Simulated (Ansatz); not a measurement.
# BCl2H3O: the cost of one run

Computed with Ansatz 0.2.0, Gaussian basis. Level: PBE0-D4/def2-SVP.

### 1 Starting geometry

The start, a first-order saddle point found at PBE0-D4 in triple zeta: 7 atoms, charge 0, spin multiplicity 1.

Atoms are counted from 1 here; the program's logs count them from 0.

Bond lengths: B1–H2 1.348 Å, B1–Cl3 1.794 Å, B1–Cl4 1.776 Å, B1–H5 1.418 Å, B1–O6 1.534 Å, H5–O6 1.261 Å, O6–H7 0.966 Å. Angles: H2–B1–Cl3 107.2°, H2–B1–Cl4 107.6°, H2–B1–H5 43.9°, H2–B1–O6 94.2°, Cl3–B1–Cl4 118.6°, Cl3–B1–H5 117.1°, Cl3–B1–O6 112.6°, Cl4–B1–H5 123.2°, Cl4–B1–O6 113.4°, H5–B1–O6 50.4°, B1–H5–O6 69.6°, B1–O6–H5 60.1°, B1–O6–H7 109.5°, H5–O6–H7 112.5°.

As a file:

| atom | x (Å) | y (Å) | z (Å) |
| --- | --- | --- | --- |
| B1 | -0.4107 | -0.0867 | -0.1476 |
| H2 | -0.0090 | -1.2450 | 0.4136 |
| Cl3 | -0.1026 | -0.2164 | -1.9103 |
| Cl4 | -2.0689 | 0.2323 | 0.4042 |
| H5 | 0.6329 | -0.4928 | 0.7229 |
| O6 | 0.6450 | 0.7590 | 0.5752 |
| H7 | 1.3134 | 1.0497 | -0.0581 |

### 2 Dynamics

Input file md/in.yaml:

```yaml
crystal:
  periodic: [false, false, false]
  atoms:
    - {symbol: B, position_ang: [-0.410686, -0.086651, -0.147566]}
    - {symbol: H, position_ang: [-0.009006, -1.245031, 0.413629]}
    - {symbol: Cl, position_ang: [-0.102639, -0.216444, -1.910274]}
    - {symbol: Cl, position_ang: [-2.068887, 0.232282, 0.404215]}
    - {symbol: H, position_ang: [0.632889, -0.492764, 0.722908]}
    - {symbol: O, position_ang: [0.644952, 0.759001, 0.575196]}
    - {symbol: H, position_ang: [1.313377, 1.049707, -0.058108]}
basis:
  gaussian: {orbitals: def2-SVP}
hamiltonian: {xc: pbe0, dispersion: d4}
md: {n_steps: 40, timestep: 0.75, temperature: 1500, ensemble: nve, seed: 881, initial_velocities: maxwell_boltzmann}
```

On the command line:

```bash
> ansatz run in.yaml --threads 2 --pin off --events-out ev --progress --plain --max-ram 4352MiB
```

**Question.** How long does this run take on 2 threads of Arm Neoverse V2, shared host?

About 49 s.
